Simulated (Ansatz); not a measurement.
# CaPd3O4: the cost of one run

Computed with Ansatz 0.2.0 (DFT LDA, scalar-relativistic, plane waves, PAW, unless a step's input says otherwise).

**1. The system as given**

Symmetry: Pm-3n, No. 223, cubic system. The conventional cell has a = 5.747 Å, b = 5.747 Å, c = 5.747 Å, α = 90.00°, β = 90.00°, γ = 90.00°. Ca (site symmetry m-3) has 8 O at 2.49 Å in its first shell of neighbours. Pd (site symmetry -4m2) is surrounded by 4 O at 2.03 Å. Around O (site symmetry 32) lie 3 Pd at 2.03 Å and 2 Ca at 2.49 Å.

Coordinates:

```
Ca Pd O
1.0
     5.74700    0.00000    0.00000
     0.00000    5.74700    0.00000
     0.00000    0.00000    5.74700
Ca Pd O
2 6 8
Direct
  0.00000 0.00000 0.00000
  0.50000 0.50000 0.50000
  0.25000 0.00000 0.50000
  0.50000 0.75000 0.00000
  0.75000 0.00000 0.50000
  0.50000 0.25000 0.00000
  0.00000 0.50000 0.75000
  0.00000 0.50000 0.25000
  0.25000 0.25000 0.25000
  0.25000 0.75000 0.75000
  0.75000 0.75000 0.25000
  0.75000 0.25000 0.75000
  0.75000 0.75000 0.75000
  0.75000 0.25000 0.25000
  0.25000 0.25000 0.75000
  0.25000 0.75000 0.25000
```

Source of the structure: the Crystallography Open Database.

(A quick probe on a coarse mesh, which set the mesh and smearing, is not shown.)

**3. Coarse relaxation**

input.yaml reads:

```yaml
crystal:
  lattice:
    - [5.747, 0.0, 0.0]
    - [0.0, 5.747, 0.0]
    - [0.0, 0.0, 5.747]
  atoms:
    - { symbol: Ca, position: [0.0, 0.0, 0.0] }
    - { symbol: Ca, position: [0.5, 0.5, 0.5] }
    - { symbol: Pd, position: [0.25, 0.0, 0.5] }
    - { symbol: Pd, position: [0.5, 0.75, 0.0] }
    - { symbol: Pd, position: [0.75, 0.0, 0.5] }
    - { symbol: Pd, position: [0.5, 0.25, 0.0] }
    - { symbol: Pd, position: [0.0, 0.5, 0.75] }
    - { symbol: Pd, position: [0.0, 0.5, 0.25] }
    - { symbol: O, position: [0.25, 0.25, 0.25] }
    - { symbol: O, position: [0.25, 0.75, 0.75] }
    - { symbol: O, position: [0.75, 0.75, 0.25] }
    - { symbol: O, position: [0.75, 0.25, 0.75] }
    - { symbol: O, position: [0.75, 0.75, 0.75] }
    - { symbol: O, position: [0.75, 0.25, 0.25] }
    - { symbol: O, position: [0.25, 0.25, 0.75] }
    - { symbol: O, position: [0.25, 0.75, 0.25] }
basis:
  ecutwfc: 420
kpoints:
  mp_grid: { grid: [4, 4, 4] }
hamiltonian:
  xc: lda
scf:
  occupations: { method: gaussian, width: 0.1 }
output:
  forces: true
  stress: true
  eigenvalues: true
relax:
  adjacent_minimum: "off"
  f_tol: 0.05
  max_steps: 80
  cell: { stress_tol: 0.5 }
```

The run is started by

```sh
$ ansatz run input.yaml --threads 4 --pin off --max-ram 10240MiB --backend cpu --events-out ev --progress --plain --runs-dir out
```

**Question.** How long does this run take on 4 threads of Arm Neoverse N1, shared host, and how much memory does it need?

About 36 s, with a peak of 0.74 GiB.
